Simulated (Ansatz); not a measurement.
This script drives Ansatz 0.2.0 through its Python package.

`c2h6clfsi.xyz`
```text
11

C    -0.49850    0.20560    1.31900
C     0.23240    0.57800    0.04240
F     1.47270    0.91610    0.41110
Si    0.41530   -0.76090   -1.23320
Cl   -0.49010    2.01380   -0.75420
H    -0.52710    1.10900    2.00640
H    -1.56600    0.00230    1.10030
H    -0.05760   -0.58230    1.82640
H     0.96630   -1.98200   -0.61500
H    -1.01130   -1.17440   -1.67770
H     1.12940   -0.38230   -2.40490
```

The script, `run_opt.py`:
```python
'''Relax the C2H6ClFSi molecule.'''

import warnings

import ansatz as az
import numpy as np

warnings.simplefilter('ignore', az.DeckWarning)

geometry = az.Crystal.molecule_from_extxyz('c2h6clfsi.xyz')

base = geometry.calculation()
base = base.basis(gaussian='def2-SVP')
base = base.functional('hf')
symbols = [site.symbol for site in geometry.cartesian_sites]
start = np.array([site.position_ang for site in geometry.cartesian_sites], dtype=float)
def progress(event):
    if event['event'] == 'relax_step':
        row = event['data']
        print(f'step {row["step"]:3d}  E = {row["lagrangian_ev"]:.6f} eV  largest force component {row["allowed_force_max_ev_ang"]:.4f} eV/A')


r = base.relax(force_tolerance=0.02).session().plan().execute(on_event=progress).report
end = np.array(r['positions_ang'])

print(f'E = {r["free_energy_ev"]:.6f} eV = {r["free_energy_ev"] / 27.211386246:.7f} Ha')
print('converged:', r['converged'], ' doubts:', r['published_state_doubts'] or 'none')

print('final positions (A) and the move of each atom')
for symbol, xyz, old in zip(symbols, end, start):
    print(f'{symbol:2s} {xyz[0]:10.5f} {xyz[1]:10.5f} {xyz[2]:10.5f}   {np.linalg.norm(xyz - old):7.4f}')

charges = r['charge_distribution']
print('dipole moment', round(4.803205 * float(np.linalg.norm(charges['dipole_moment_e_ang'])), 3), 'D')
print('Mulliken:', [(s, round(q, 3)) for s, q in zip(symbols, charges['mulliken_charges_e'])])
```

It is started by `python run_opt.py`. Estimate its wall time and peak memory on 1 thread of Arm Neoverse V1, on a shared host.

It took about 20 s, with a peak of 0.3 GiB, for 1 run of the engine.

```console
$ python run_opt.py
step   1  E = -25216.746178 eV  largest force component 3.4373 eV/A
step   2  E = -25217.051866 eV  largest force component 0.8074 eV/A
step   3  E = -25217.081084 eV  largest force component 0.1208 eV/A
step   4  E = -25217.082182 eV  largest force component 0.0580 eV/A
step   5  E = -25217.082362 eV  largest force component 0.0275 eV/A
step   6  E = -25217.082399 eV  largest force component 0.0114 eV/A
E = -25217.082399 eV = -926.7106854 Ha
converged: True  doubts: none
final positions (A) and the move of each atom
C    -0.53007    0.25354    1.32430    0.0576
C     0.23929    0.57161    0.06278    0.0224
F     1.50485    0.92089    0.41318    0.0326
Si    0.35201   -0.82515   -1.25668    0.0932
Cl   -0.50334    2.01466   -0.73749    0.0213
H    -0.51458    1.11622    1.98996    0.0219
H    -1.56371    0.00007    1.09542    0.0058
H    -0.05839   -0.58956    1.83145    0.0089
H     1.00113   -1.99599   -0.62373    0.0385
H    -1.01770   -1.17987   -1.68382    0.0104
H     1.15601   -0.34352   -2.39477    0.0481
dipole moment 2.292 D
Mulliken: [('C', 0.013), ('C', 0.013), ('F', -0.344), ('Si', 0.718), ('Cl', -0.196), ('H', 0.063), ('H', 0.052), ('H', 0.055), ('H', -0.135), ('H', -0.125), ('H', -0.114)]
```

Total energies depend on the basis set; only differences at equal settings carry meaning. The end point is the stationary point reached from this start; no frequency run checks that it is a minimum, and the basis set is modest.
